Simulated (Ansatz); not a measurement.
# GaAsH₂ (singlet): from Hartree-Fock to the top rungs at a displaced geometry (v1), cc-pVDZ

How much of the correlation energy of GaAsH₂ (singlet) does each wave-function method recover here?

Program: Ansatz 0.2.0, Gaussian basis. Level of theory: cc-pVDZ, core rule «outside noble gas», up to 28 orbitals frozen. These are calculated values, not measurements.

The runs, in order: UHF; CCSD(T) on RHF; BCCD(T) on RHF; CISD; CCSDT(Q) on RHF; CASSCF and MRCISD+Q, 10 electrons in 10 orbitals; CASSCF and NEVPT2, 10 electrons in 10 orbitals.

22 further runs of the same task are left out: 6 for a known fault of the program, 8 that didn't finish, 8 set aside as unsound or not needed.

## Step 1: The geometry

The geometry is a PBE0/def2-TZVP stationary point (not a proven minimum) with its atoms shifted at random (size 0.040 Å). No spin-orbit coupling is included. The filled d shell of Ga, As may be among the frozen orbitals whatever the setting's name suggests; the logs give the count.

4 atoms, charge 0, spin multiplicity 1.

Atoms are counted from 1 here; the program's logs count them from 0.

Bond lengths: Ga1–As2 2.566 Å, As2–H3 1.452 Å, As2–H4 1.567 Å. Angles: Ga1–As2–H3 85.0°, Ga1–As2–H4 83.7°, H3–As2–H4 89.3°.

## Step 2: UHF

in.yaml reads:

```yaml
crystal:
  periodic: [false, false, false]
  atoms:
    - {symbol: Ga, position_ang: [-0.012889, 0.008085, 1.344320]}
    - {symbol: As, position_ang: [0.039637, -0.008058, -1.221590]}
    - {symbol: H, position_ang: [-0.975939, -1.040198, -1.109466]}
    - {symbol: H, position_ang: [-1.078708, 1.079896, -1.079664]}
basis:
  gaussian: {orbitals: cc-pVDZ}
magnetization: {spin_polarized: true, initial_magnetization: 0}
hamiltonian: {xc: hf}
output: {orbitals: {seedname: orbitals}}
```

On the command line:

```sh
$ ansatz run in.yaml --threads 1 --pin off --events-out ev --progress --plain --max-ram 2393MiB
```

After this run come: CCSD(T) on RHF; BCCD(T) on RHF; CISD; CCSDT(Q) on RHF; CASSCF and MRCISD+Q, 10 electrons in 10 orbitals; CASSCF and NEVPT2, 10 electrons in 10 orbitals.

**Question.** What will the summary of the whole plan be? Wanted: RCCSDT(Q) below the RHF energy; RMP2 from RCCSDT(Q); RCCSD from RCCSDT(Q); RCCSD(T) from RCCSDT(Q); NEVPT2 valence from RCCSDT(Q); MRCISD+Q valence from RCCSDT(Q); T1 diagnostic; effectively unpaired electrons.

As calculated:

| quantity | value |
| --- | --- |
| RCCSDT(Q) below the RHF energy | -5.4214 eV |
| RMP2 from RCCSDT(Q) | +1126.3 meV |
| RCCSD from RCCSDT(Q) | +187.0 meV |
| RCCSD(T) from RCCSDT(Q) | +33.7 meV |
| NEVPT2 valence from RCCSDT(Q) | +812.7 meV |
| MRCISD+Q valence from RCCSDT(Q) | +18.7 meV |
| levels within 1 kcal/mol (43 meV) | RCCSD(T), BCCD(T), RCCSDT, MRCISD+Q valence |
| T1 diagnostic | 0.015 |
| effectively unpaired electrons | 0.08 |

**Reading.** RCCSD(T) lands +33.7 meV from the yardstick (0.6 % of the correlation energy). One determinant dominates. Of the multireference levels listed MRCISD+Q valence comes nearest in total energy (+18.7 meV), which doesn't show that its space is the better one. These misses are within one basis, not against nature.
